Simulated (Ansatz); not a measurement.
**C₂H₅AlBF: basis-set convergence**

Aim: see how fast density functionals converge with the basis set for C₂H₅AlBF.

Method: one geometry, several basis sets; program: Ansatz 0.2.0, Gaussian basis.

Plan: PBE0-D4/def2-SVP; ωB97M-V/def2-SVP; PBE0-D4/def2-QZVPP; ωB97M-V/def2-QZVPP; the functionals' def2-TZVPP values are taken from earlier runs.

## 1. Structure used throughout

All runs share one geometry, relaxed beforehand with PBE0-D4 in a triple-zeta def2 set.

SMILES `B[C](=C)[AlH][F]`, 10 atoms, charge 0, spin multiplicity 1.

Atoms are counted from 1 here; the program's logs count them from 0.

Bond lengths: B1–C2 1.545 Å, B1–H6 1.197 Å, B1–H7 1.202 Å, C2–C3 1.349 Å, C2–Al4 1.938 Å, C3–H8 1.092 Å, C3–H9 1.091 Å, Al4–F5 1.650 Å, Al4–H10 1.580 Å. Angles: C2–B1–H6 122.2°, C2–B1–H7 118.9°, H6–B1–H7 118.9°, B1–C2–C3 117.0°, B1–C2–Al4 127.0°, C3–C2–Al4 116.0°, C2–C3–H8 123.5°, C2–C3–H9 121.6°, H8–C3–H9 115.0°, C2–Al4–F5 120.3°, C2–Al4–H10 122.2°, F5–Al4–H10 117.5°.

## 2. PBE0-D4 in def2-SVP

in.yaml reads:

```yaml
crystal:
  periodic: [false, false, false]
  atoms:
    - {symbol: B, position_ang: [-1.479865, -0.591596, -0.379146]}
    - {symbol: C, position_ang: [-0.059936, -0.148106, 0.039454]}
    - {symbol: C, position_ang: [0.653743, -1.009686, 0.792629]}
    - {symbol: Al, position_ang: [0.815185, 1.524567, -0.399418]}
    - {symbol: F, position_ang: [0.035261, 2.657756, -1.310954]}
    - {symbol: H, position_ang: [-2.196176, 0.102501, -1.041097]}
    - {symbol: H, position_ang: [-1.878400, -1.669186, -0.027487]}
    - {symbol: H, position_ang: [1.665520, -0.803492, 1.147564]}
    - {symbol: H, position_ang: [0.248200, -1.977454, 1.092457]}
    - {symbol: H, position_ang: [2.279468, 1.863596, 0.088799]}
basis:
  gaussian: {orbitals: def2-SVP}
hamiltonian: {xc: pbe0, dispersion: d4}
output: {orbitals: {seedname: orbitals}}
```

On the command line:

```bash
$ ansatz run in.yaml --threads 2 --pin off --events-out ev --progress --plain --max-ram 4352MiB
```

After this run come: ωB97M-V in def2-SVP; PBE0-D4 in def2-QZVPP; ωB97M-V in def2-QZVPP.

Q: Predict the results of all the runs planned. Wanted: PBE0-D4: double and triple zeta above quadruple; ωB97M-V: double and triple zeta above quadruple.

**Answer**, as computed:

| quantity | value |
| --- | --- |
| PBE0-D4: double and triple zeta above quadruple | 9.41, 0.54 eV |
| ωB97M-V: double and triple zeta above quadruple | 9.63, 0.50 eV |

PBE0-D4 gains 8.87 eV from double to triple zeta, then 0.54 eV more. Total energies overstate the basis error of differences, where much of it tends to cancel.
